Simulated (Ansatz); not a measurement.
# GaLiH (quartet): from Hartree-Fock to the top rungs at angle Li2–Ga1–H3 = 142.5°, cc-pVDZ

How much of the correlation energy of GaLiH (quartet) does each wave-function method recover here?

Computed with Ansatz 0.2.0, Gaussian basis. Level: cc-pVDZ, core rule «outside noble gas», up to 15 orbitals frozen.

Plan: UHF; CCSD(T) on ROHF; CCSD(T) on UHF; BCCD(T) on ROHF; CISD as a restricted active space (open shells left free, so some higher excitations enter); CCSDT(Q) on ROHF; CCSDT(Q) on UHF; CASSCF and MRCISD+Q, 5 electrons in 5 orbitals; CASSCF and NEVPT2, 5 electrons in 5 orbitals; Full CI.

26 further runs of the same task are left out: 14 for a known fault of the program, 8 that didn't finish, 4 set aside as unsound or not needed. Runs told in other sessions of the task aren't counted.

## (1) The geometry

The geometry derives from a PBE0/def2-TZVP stationary point (not a proven minimum). One angle is set to the value named; bond lengths are kept. No spin-orbit coupling is included. The filled d shell of Ga may be among the frozen orbitals whatever the setting's name suggests.

3 atoms, charge 0, spin multiplicity 4.

Atoms are counted from 1 here; the program's logs count them from 0.

Bond lengths: Ga1–Li2 2.347 Å, Ga1–H3 1.565 Å. Angles: Li2–Ga1–H3 142.5°.

## (2) UHF

in.yaml

```yaml
crystal:
  periodic: [false, false, false]
  atoms:
    - {symbol: Ga, position_ang: [-0.073951, 0.000000, 0.179389]}
    - {symbol: Li, position_ang: [0.680531, 0.000000, -2.043245]}
    - {symbol: H, position_ang: [0.429134, 0.000000, 1.661429]}
basis:
  gaussian: {orbitals: cc-pVDZ}
magnetization: {spin_polarized: true, initial_magnetization: 3}
hamiltonian: {xc: hf}
output: {orbitals: {seedname: orbitals}}
```

On the command line:

```bash
> ansatz run in.yaml --threads 1 --pin off --events-out ev --progress --plain --max-ram 2393MiB
```

After this run come: CCSD(T) on ROHF; CCSD(T) on UHF; BCCD(T) on ROHF; CISD as a restricted active space (open shells left free, so some higher excitations enter); CCSDT(Q) on ROHF; CCSDT(Q) on UHF; CASSCF and MRCISD+Q, 5 electrons in 5 orbitals; CASSCF and NEVPT2, 5 electrons in 5 orbitals; Full CI.

Q: Predict the results of all the runs planned. Wanted: FCI from the RHF energy; RMP2 from FCI; UMP2 from FCI; RCCSD from FCI; RCCSD(T) from FCI; UCCSD(T) from FCI; RCCSDT(Q) from FCI; UCCSDT(Q) from FCI; NEVPT2 pair from FCI.

The runs gave:

| quantity | value |
| --- | --- |
| FCI from the ROHF energy | -1.6888 eV |
| RMP2 from FCI | +11.60 kcal/mol |
| UMP2 from FCI | +11.02 kcal/mol |
| RCCSD from FCI | +1.33 kcal/mol |
| RCCSD(T) from FCI | +0.37 kcal/mol |
| UCCSD(T) from FCI | -0.04 kcal/mol |
| RCCSDT(Q) from FCI | -0.04 kcal/mol |
| UCCSDT(Q) from FCI | -0.44 kcal/mol |
| NEVPT2 pair from FCI | +10.18 kcal/mol |
| MRCISD+Q pair from FCI | +0.22 kcal/mol |
| levels within 1 kcal/mol (43 meV) | UCCSD, RCCSD(T), UCCSD(T), BCCD(T), RCCSDT, UCCSDT, RCCSDT(Q), UCCSDT(Q), MRCISD+Q pair |
| T1 diagnostic | 0.033 |
| effectively unpaired electrons | 3.02 |

**Reading.** RCCSD(T) misses by +0.37 kcal/mol, 0.9 % of the correlation energy. UCCSDT, UCCSDT(Q) fall below full CI: unrestricted runs freeze a spin-polarised core, another one than full CI's, and coupled cluster isn't variational. One determinant dominates. Of the multireference levels listed MRCISD+Q pair comes nearest in total energy (+0.22 kcal/mol), which doesn't show that its space is the better one. These misses are within one basis, not against nature; the frozen cores of restricted and unrestricted runs differ, which can shift their rows.

Levels on UHF freeze UHF's core orbitals, full CI those of ROHF, so the U rows can settle a little off it for that reason alone.

With open shells the CI space here admits some higher excitations, so it is larger than plain CISD.
